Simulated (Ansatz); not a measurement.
# Si5O: the cost of one run

Method: DFT PBE, scalar-relativistic, plane waves, PAW, in Ansatz 0.2.0.

## Step 1: The starting structure

The structure is tetragonal, space group I4/mmm (No. 139). The conventional cell has a = 4.939 Å, b = 4.939 Å, c = 5.238 Å, α = 90.00°, β = 90.00°, γ = 90.00°. Si (site symmetry 2/m) has 6 Si at 2.18 to 2.47 Å and 2 O at 2.18 Å in its first shell of neighbours. Si (site symmetry 4/mmm) is surrounded by 8 Si at 2.18 Å. O (site symmetry 4/mmm) has 8 Si at 2.18 Å in its first shell of neighbours.

As a file:

```cif
data_structure
_symmetry_space_group_name_H-M 'P 1'
_symmetry_Int_Tables_number 1
_cell_length_a 4.3653
_cell_length_b 4.3653
_cell_length_c 4.3653
_cell_angle_alpha 111.099
_cell_angle_beta 111.099
_cell_angle_gamma 106.263
_cell_volume 63.89
loop_
_atom_site_label
_atom_site_type_symbol
_atom_site_fract_x
_atom_site_fract_y
_atom_site_fract_z
_atom_site_occupancy
Si1 Si 0.50000 0.50000 0.50000 1
Si2 Si 0.00000 0.00000 0.50000 1
Si3 Si 0.50000 0.00000 0.00000 1
Si4 Si 0.00000 0.50000 0.00000 1
Si5 Si 0.00000 0.00000 0.00000 1
O1 O 0.50000 0.50000 0.00000 1
```

Recipe of the guess: random cell by space group and Wyckoff sites (I4/mmm, No. 139). Its size is a rough estimate.

## Step 2: Probe: one point on a coarse mesh

Contents of input.yaml:

```yaml
crystal:
  lattice:
    - [-2.46944671, 2.46944671, 2.61909885]
    - [2.46944671, -2.46944671, 2.61909885]
    - [2.46944671, 2.46944671, -2.61909885]
  atoms:
    - { symbol: Si, position: [0.5, 0.5, 0.5] }
    - { symbol: Si, position: [0.0, 0.0, 0.5] }
    - { symbol: Si, position: [0.5, 0.0, 0.0] }
    - { symbol: Si, position: [0.0, 0.5, 0.0] }
    - { symbol: Si, position: [0.0, 0.0, 0.0] }
    - { symbol: O, position: [0.5, 0.5, 0.0] }
basis:
  ecutwfc: 420
kpoints:
  mp_grid: { grid: [6, 6, 6] }
hamiltonian:
  xc: pbe
scf:
  occupations: { method: gaussian, width: 0.1 }
  lower_state_search: "off"
output:
  forces: true
  stress: true
  eigenvalues: true
```

Started as:

```bash
$ ansatz run input.yaml --threads 1 --pin off --max-ram 2560MiB --backend cpu --events-out ev --progress --plain --runs-dir out
```

Q: Estimate wall time and peak memory on 1 thread of Intel Xeon at 2.50GHz (Skylake/Cascade Lake), shared host.

About 5.4 s, with a peak of 0.34 GiB.
